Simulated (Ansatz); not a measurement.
NbSi:

```
Nb Si
1.0
     0.00000    2.57383    2.57383
     2.57383    0.00000    2.57383
     2.57383    2.57383    0.00000
Nb Si
1 1
Direct
  0.00000 0.00000 0.00000
  0.50000 0.50000 0.50000
```

The cell was built by a generator and needn't be a form met in nature.

Base run:

| Item | Value |
| --- | --- |
| Program | Ansatz 0.2.0 |
| Functional | LDA |
| Potentials or basis | Ansatz PAW |
| Cutoff | 420 eV |
| Density cutoff | 1680 eV |
| k mesh | 9 × 9 × 9 |
| Occupations | fermi-dirac, width 0.05 eV |
| Spin | no spin polarisation |
| Hubbard terms | Nb d U = 3 eV |

Its results: band gap on the k mesh none (metal or under the smearing width); pressure -6.1 GPa.

After a change of settings the same cell gave: band gap on the k mesh none (metal or under the smearing width); pressure -4.9 GPa. Which change was it?
A. hubbard terms from Nb d U = 3 eV to Nb d U = 8 eV
B. hubbard terms from Nb d U = 3 eV to none; hubbard projectors from ortho-atomic (the default) to none
C. functional from LDA to PBE; hubbard terms from Nb d U = 3 eV to none; hubbard projectors from ortho-atomic (the default) to none
D. hubbard terms from Nb d U = 3 eV to Nb d U = 5 eV

D.

Caveats: U without spin polarisation on a metal has little footing; the PAW data sets come from PBE, with cores solved anew for the run's functional, which leaves a small shift of forces and pressure; the U is typed as a test and isn't derived for this compound; the density of states is complete only up to the lowest level of the last band computed.

Not every run made on this cell is shown here.
